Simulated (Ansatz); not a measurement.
# C3H9OTa: the cost of one run

Program: Ansatz 0.2.0, Gaussian basis. Level of theory: the settings change from run to run. These are calculated values, not measurements.

1 further run of the same task is left out (for a known fault of the program). Runs told in other sessions of the task aren't counted.

### 1 The geometry

The geometry comes from an earlier relaxation with PBE0-D4 in a triple-zeta def2 set; it is a stationary point, not always the lowest conformer. Ta takes a core potential in def2 sets; no spin-orbit term is included.

SMILES `[CH3][Ta]([CH3])([CH3])=[O]`, 14 atoms, charge 0, spin multiplicity 1.

Atoms are counted from 1 here; the program's logs count them from 0.

Bond lengths: C1–Ta2 2.158 Å, C1–H6 1.098 Å, C1–H7 1.099 Å, C1–H8 1.093 Å, Ta2–C3 2.159 Å, Ta2–C4 2.159 Å, Ta2–O5 1.712 Å, C3–H9 1.093 Å, C3–H10 1.098 Å, C3–H11 1.099 Å, C4–H12 1.098 Å, C4–H13 1.098 Å, C4–H14 1.093 Å. Angles: Ta2–C1–H6 110.7°, Ta2–C1–H7 108.8°, Ta2–C1–H8 113.8°, H6–C1–H7 107.4°, H6–C1–H8 108.6°, H7–C1–H8 107.3°, C1–Ta2–C3 111.9°, C1–Ta2–C4 111.9°, C1–Ta2–O5 107.1°, C3–Ta2–C4 111.8°, C3–Ta2–O5 107.0°, C4–Ta2–O5 106.9°, Ta2–C3–H9 113.6°, Ta2–C3–H10 110.8°, Ta2–C3–H11 108.9°, H9–C3–H10 108.6°, H9–C3–H11 107.3°, H10–C3–H11 107.5° and more.

As a file:

```xyz
14

C    -1.82168    0.93692    0.29631
Ta    0.14683    0.32499   -0.34355
C     1.57977    0.41531    1.26819
C     0.11877   -1.61881   -1.28193
O     0.65963    1.44501   -1.53246
H    -2.37067    0.08954    0.72721
H    -1.71720    1.69598    1.08380
H    -2.42774    1.37547   -0.50004
H     1.96404    1.42080    1.45676
H     1.14505    0.02728    2.19843
H     2.43927   -0.22037    1.01514
H    -0.81460   -1.72748   -1.85065
H     0.14129   -2.41630   -0.52804
H     0.94433   -1.77744   -1.98038
```

### 2 SVWN5/def2-mTZVPP

Set apart from the defaults: finite nuclei, high accuracy.

in.yaml

```yaml
crystal:
  periodic: [false, false, false]
  atoms:
    - {symbol: C, position_ang: [-1.821678, 0.936915, 0.296306]}
    - {symbol: Ta, position_ang: [0.146830, 0.324992, -0.343547]}
    - {symbol: C, position_ang: [1.579772, 0.415312, 1.268191]}
    - {symbol: C, position_ang: [0.118766, -1.618806, -1.281926]}
    - {symbol: O, position_ang: [0.659634, 1.445007, -1.532461]}
    - {symbol: H, position_ang: [-2.370669, 0.089544, 0.727207]}
    - {symbol: H, position_ang: [-1.717203, 1.695981, 1.083803]}
    - {symbol: H, position_ang: [-2.427737, 1.375466, -0.500044]}
    - {symbol: H, position_ang: [1.964037, 1.420797, 1.456761]}
    - {symbol: H, position_ang: [1.145053, 0.027282, 2.198431]}
    - {symbol: H, position_ang: [2.439273, -0.220373, 1.015144]}
    - {symbol: H, position_ang: [-0.814602, -1.727478, -1.850652]}
    - {symbol: H, position_ang: [0.141291, -2.416302, -0.528036]}
    - {symbol: H, position_ang: [0.944334, -1.777437, -1.980379]}
basis:
  gaussian: {orbitals: def2-mTZVPP, nuclear_model: gaussian}
hamiltonian: {xc: {name: SVWN5}}
accuracy: high
```

On the command line:

```bash
ansatz run in.yaml --threads 4 --pin off --events-out ev --progress --plain --max-ram 11315MiB
```

What time and memory should one allow on 4 threads of Arm Neoverse V1, shared host?

About 4.9 s, with a peak of 0.74 GiB.
